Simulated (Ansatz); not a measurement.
# HgTe: the cost of one run

Method: reference: DFT, HSE06, plane waves, PAW, in Ansatz 0.2.0.

3 further runs of the same task are left out: 2 for a known fault of the program, 1 that didn't finish.

### Step 1. The structure to begin with

The structure is cubic, space group F-43m (No. 216). The conventional cell has a = 6.578 Å, b = 6.578 Å, c = 6.578 Å, α = 90.00°, β = 90.00°, γ = 90.00°. Hg (site symmetry -43m) has 4 Te at 2.85 Å as nearest neighbours. Te (site symmetry -43m) is surrounded by 4 Hg at 2.85 Å.

Coordinates:

```
Hg Te
1.0
     0.00000    3.28916    3.28916
     3.28916    0.00000    3.28916
     3.28916    3.28916    0.00000
Hg Te
1 1
Direct
  0.00000 0.00000 0.00000
  0.25000 0.25000 0.25000
```

### Step 2. The reference run

File input.yaml:

```yaml
crystal:
  lattice:
    - [0.0, 3.2891578878, 3.2891578878]
    - [3.2891578878, 0.0, 3.2891578878]
    - [3.2891578878, 3.2891578878, 0.0]
  atoms:
    - { symbol: Hg, position: [0.0, 0.0, 0.0] }
    - { symbol: Te, position: [0.25, 0.25, 0.25] }
kpoints:
  mp_grid: { grid: [4, 4, 4] }
hamiltonian:
  xc: hse06
scf:
  occupations: { method: fermi_dirac, width: 0.02 }
  n_extra_bands: 4
output:
  forces: true
  stress: true
  eigenvalues: true
```

Run with:

```
ansatz run input.yaml --threads 4 --pin off --max-ram 3686MiB --backend cpu --events-out ev --progress --plain --runs-dir out
```

**Question.** How long does this run take on 4 threads of AMD EPYC 7R43 (Zen 3), shared host, and how much memory does it need?

About 10 s, with a peak of 0.99 GiB.
